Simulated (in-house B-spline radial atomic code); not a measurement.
# As¹⁰⁺: RPA and G0W0 on different mean-field starts

Question: which mean-field start gives which removal energy for As¹⁰⁺, before and after G0W0?

Program: an in-house B-spline radial atomic code, version 1. Level of theory: RPA, second order, AC-SOSEX and G0W0 (contour deformation) on a scalar-relativistic mean field, all electrons; no spin-orbit coupling, Breit or QED terms, no two-electron picture change. These are calculated values, not measurements, unless marked.

**1. The atom as given**

```
element       : arsenic (Z = 33)
charge        : +10
electrons     : 23
configuration : [Ar] 3d5
Hamiltonian   : scalar-relativistic (spin-free one-electron X2C), finite nucleus
starts        : Hartree-Fock, PBE, LDA (VWN5), LC-ωPBE, PBE0
```

Outer shells as boxes (Hund's rule):

As10+
```
[Ar] core
3d [↑ ][↑ ][↑ ][↑ ][↑ ]
```

**2. Run with the Hartree-Fock start**

Input settings:

```ini
Z = 33
electrons = 23.0
configuration = [Ar] 3d5
hamiltonian = x2c
method = hf
lmax = 9
rms_radius = 4.0968
spin_polarised = True
box_radius = 6.62
intervals = 66
```

Command:

```sh
python run_gw.py task.json out
```

One command runs all members of the session, one after another, from task.json.

After this run come: Run with the PBE start; Run with the LDA (VWN5) start; Run with the LC-ωPBE start; Run with the PBE0 start.

Q: Predict the outcome of this session. Wanted: highest level, mean field; highest level, G0W0; RPA correlation energy; RPA+SOSEX.

**Answer**, as computed:

```
                                          quantity                                                              value
   highest level, mean field (range over the runs)                                              -298.71 to -277.23 eV
         highest level, G0W0 (range over the runs)                                              -297.61 to -296.96 eV
                            RPA correlation energy                                           -1.646 to -1.525 hartree
                                         RPA+SOSEX                                         -1.0904 to -1.0122 hartree
tabulated theoretical ionisation energy (3d shell)  296.00 ± 2 eV (NIST Atomic Spectra Database, ionization energies)
               G0W0 removal energy less that value                                                 +0.956 to +1.61 eV
```

In words: Across the starts the mean-field level varies by 21.5 eV and the G0W0 level by 0.65 eV (3.0 % as much). On the semilocal starts the correction is downwards, 20 eV, since their self-interaction lifts occupied levels. The RPA energy is largest in size on LDA (VWN5) and smallest on Hartree-Fock, 7.4 % apart; over the runs it loosely follows the gap of the start, as smaller excitation energies give more correlation. All G0W0 removal energies agree with the tabulated theoretical ionisation energy, 296.00 ± 2 eV, within its uncertainty. Read as a removal energy, the bare PBE level is off by -18.8 eV (-6.3 %) and the nearest bare level, Hartree-Fock's, by +2.71 eV.
